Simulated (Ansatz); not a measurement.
# Ti (Titanium): the cost of one run

All numbers are computed with Ansatz 0.2.0 through its Python package. Level of theory: DFT PBE, all-electron LAPW.

## 1. Starting point

Symmetry: P6_3/mmc, No. 194, hexagonal system. The conventional cell has a = 2.950 Å, b = 2.950 Å, c = 4.680 Å, α = 90.00°, β = 90.00°, γ = 120.00°. Around Ti (site symmetry -6m2) lie 12 Ti at 2.89 to 2.95 Å.

The script holds or builds the structure itself.

## 2. The script

Input file eos_lapw_ti.py:

```python
import ansatz as az
from ase.eos import EquationOfState
from ase.units import GPa
import numpy as np

FUNCTIONAL = "PBE"
SMEARING = "cold"
WIDTH_EV = 0.2
SCF_TOL = 1e-09
MAX_SCF = 80
MESH = (11, 11, 6)

vectors0 = np.array([
    [2.95, 0.0, 0.0],
    [-1.475, 2.55477, 0.0],
    [0.0, 0.0, 4.68],
])
sites = [
    ("Ti", [1 / 3, 2 / 3, 0.25]),
    ("Ti", [2 / 3, 1 / 3, 0.75]),
]


def on_lattice(cell):
    crystal = az.Crystal(lattice=az.Lattice.of(cell))
    for symbol, position in sites:
        crystal = crystal.atom(symbol, position)
    return crystal

volumes, energies = [], []
for scale in np.linspace(0.94, 1.06, 7):
    cell = vectors0 * scale ** (1 / 3)
    setup = on_lattice(cell).calculation()
    setup = setup.functional(FUNCTIONAL)
    setup = setup.occupations(SMEARING, width=WIDTH_EV).scf(tolerance=SCF_TOL, max_iterations=MAX_SCF)
    setup = setup.kpoints(*MESH)
    setup = setup.pseudopotentials("all_electron", lapw=True, relativity="none")
    rep = setup.run(threads=1).report
    volumes.append(abs(np.linalg.det(cell)) / len(sites))
    energies.append(rep["free_energy_ev"] / len(sites))
    print(f"{scale:.3f} {volumes[-1]:9.4f} A^3/atom {energies[-1]:16.5f} eV/atom  (estimated basis error {1000 * rep['lapw_basis_errors']['total_ev_per_atom']:.2f} meV/atom)")
v0, e0, bulk = EquationOfState(volumes, energies, eos="birchmurnaghan").fit()
print(f"V0 = {v0:.4f} A^3/atom, B0 = {bulk / GPa:.1f} GPa")
```

## 3. The input behind the calls

The engine receives this input (first run):

```yaml
crystal:
  lattice:
    - [2.8897790207109066, 0.0, 0.0]
    - [-1.4448895103554533, 2.502617202963255, 0.0]
    - [0.0, 0.0, 4.584462988788828]
  atoms:
    - { symbol: Ti, position: [0.3333333333333333, 0.6666666666666666, 0.25] }
    - { symbol: Ti, position: [0.6666666666666666, 0.3333333333333333, 0.75] }
kpoints:
  mp_grid:
    grid: [11, 11, 6]
hamiltonian:
  xc: pbe
  pseudopotentials:
    kind: all_electron
    relativity: none
    lapw: {}
scf:
  max_iter: 80
  convergence:
    dr2_threshold: 1.0e-09
  occupations:
    method: cold
    width: 0.2
```

## 4. The run

Command:

```sh
python eos_lapw_ti.py
```

Q: Estimate wall time and peak memory on 1 thread of Intel Xeon 6975P-C (Granite Rapids), shared host.

About 38 s, with a peak of 0.42 GiB.
